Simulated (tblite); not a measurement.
# C5H7OS: the cost of one run

Computed with tblite 0.8.0 and PySCF 2.14.0, with density-fitted response routines of our own, on a single molecule in the gas phase. Atoms count from 0, in the outputs and in this text.

### Step 1. The starting structure

14 atoms, charge 0, multiplicity 2; geometry from: force field or distance geometry start.

Bonds of the start (Å): C0–C1 1.51, C1–S2 1.42, C1–C3 1.50, C3–C4 1.52, C3–C5 1.49, C5–O6 1.24, C0–H7 1.10, C0–H8 1.11, C3–H9 1.11, C4–H10 1.12, C4–H11 1.10, C4–H12 1.12, C5–H13 1.09.

### Step 2. Relaxing the molecule with GFN2-xTB

The job: settings as JSON, then the geometry in Å.

```
{"job": {"kind": "relax", "xc": "GFN2-xTB", "basis": "xTB"}, "charge": 0, "multiplicity": 2}
C      2.123500     0.400800     0.242100
C      0.903200    -0.252300    -0.352800
S      0.945400    -0.988700    -1.570600
C     -0.383900    -0.124200     0.413400
C     -1.422100    -0.889000    -0.388600
C     -0.765900     1.303700     0.570200
O     -0.008900     2.150900     0.076200
H      2.768000    -0.308800     0.785900
H      2.657100     0.976700    -0.539800
H     -0.224100    -0.613600     1.397800
H     -1.536800    -0.437800    -1.409000
H     -2.374900    -0.899800     0.160200
H     -1.007800    -1.925000    -0.509300
H     -1.673400     1.606700     1.102100
```

Command:

```sh
OMP_NUM_THREADS=1 python probes_run.py task.json out
```

The driver reads the jobs from task.json and runs them one after another.

Q: Estimate the wall time of this first job on 1 thread of AMD EPYC, shared host.

About 2.5 s.
